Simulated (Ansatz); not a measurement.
# AlF3H4OSi: basis-set convergence

Aim: see how fast density functionals converge with the basis set for AlF3H4OSi.

Computed with Ansatz 0.2.0, Gaussian basis. Level: one geometry, several basis sets.

The runs, in order: PBE0-D4/def2-SVP; ωB97M-V/def2-SVP; PBE0-D4/def2-QZVPP; ωB97M-V/def2-QZVPP; the functionals' def2-TZVPP values are taken from earlier runs.

## (1) The relaxed structure

An earlier PBE0-D4 in a triple-zeta def2 set relaxation fixed the geometry.

SMILES `[F][Al-]([F])([F])[OH+][SiH3]`, 10 atoms, charge 0, spin multiplicity 1.

Atoms are counted from 1 here; the program's logs count them from 0.

Bond lengths: F1–Al2 1.649 Å, Al2–F3 1.649 Å, Al2–F4 1.665 Å, Al2–O5 1.897 Å, O5–Si6 1.719 Å, O5–H7 0.961 Å, Si6–H8 1.483 Å, Si6–H9 1.472 Å, Si6–H10 1.472 Å. Angles: F1–Al2–F3 116.2°, F1–Al2–F4 117.5°, F1–Al2–O5 104.2°, F3–Al2–F4 117.6°, F3–Al2–O5 104.0°, F4–Al2–O5 91.6°, Al2–O5–Si6 121.3°, Al2–O5–H7 121.0°, Si6–O5–H7 117.8°, O5–Si6–H8 102.6°, O5–Si6–H9 108.4°, O5–Si6–H10 108.3°, H8–Si6–H9 111.3°, H8–Si6–H10 111.4°, H9–Si6–H10 114.1°.

As a file:

```mol
AlF3H4OSi
  3D, bonds by distance, orders not assigned

 10  9  0  0  0  0  0  0  0  0999 V2000
    1.3671   -2.3471    0.5709 F   0  0
    0.1987   -1.6154   -0.3337 Al  0  0
    0.2089   -1.9556   -1.9471 F   0  0
   -1.2777   -1.3480    0.3881 F   0  0
    0.6346    0.2289   -0.2508 O   0  0
   -0.4546    1.3733    0.4271 Si  0  0
    1.4682    0.5561   -0.5989 H   0  0
    0.2862    2.6495    0.2813 H   0  0
   -1.6872    1.3750   -0.3776 H   0  0
   -0.6611    1.0320    1.8439 H   0  0
  1  2  8  0
  2  3  8  0
  2  4  8  0
  2  5  8  0
  5  6  8  0
  5  7  8  0
  6  8  8  0
  6  9  8  0
  6 10  8  0
M  END
```

## (2) PBE0-D4 in def2-SVP

in.yaml

```yaml
crystal:
  periodic: [false, false, false]
  atoms:
    - {symbol: F, position_ang: [1.367098, -2.347062, 0.570880]}
    - {symbol: Al, position_ang: [0.198747, -1.615419, -0.333687]}
    - {symbol: F, position_ang: [0.208920, -1.955605, -1.947145]}
    - {symbol: F, position_ang: [-1.277678, -1.348046, 0.388081]}
    - {symbol: O, position_ang: [0.634613, 0.228886, -0.250798]}
    - {symbol: Si, position_ang: [-0.454631, 1.373331, 0.427094]}
    - {symbol: H, position_ang: [1.468153, 0.556073, -0.598855]}
    - {symbol: H, position_ang: [0.286184, 2.649466, 0.281311]}
    - {symbol: H, position_ang: [-1.687232, 1.375038, -0.377625]}
    - {symbol: H, position_ang: [-0.661075, 1.032038, 1.843944]}
basis:
  gaussian: {orbitals: def2-SVP}
hamiltonian: {xc: pbe0, dispersion: d4}
output: {orbitals: {seedname: orbitals}}
```

Launch:

```
$ ansatz run in.yaml --threads 4 --pin off --events-out ev --progress --plain --max-ram 10444MiB
```

The runs that follow: ωB97M-V in def2-SVP; PBE0-D4 in def2-QZVPP; ωB97M-V in def2-QZVPP.

Q: Predict the results of all the runs planned. Wanted: PBE0-D4: double and triple zeta above quadruple; ωB97M-V: double and triple zeta above quadruple.

As calculated:

```
                                       quantity           value
PBE0-D4: double and triple zeta above quadruple  19.29, 1.12 eV
ωB97M-V: double and triple zeta above quadruple  19.46, 1.04 eV
```

In words: PBE0-D4 gains 18.17 eV from double to triple zeta, then 1.12 eV more. Total energies overstate the basis error of differences, where much of it tends to cancel. The LUMO of ωB97M-V is positive and keeps falling with the basis (0.96 to 0.11 eV): an unbound level that the basis holds in place.
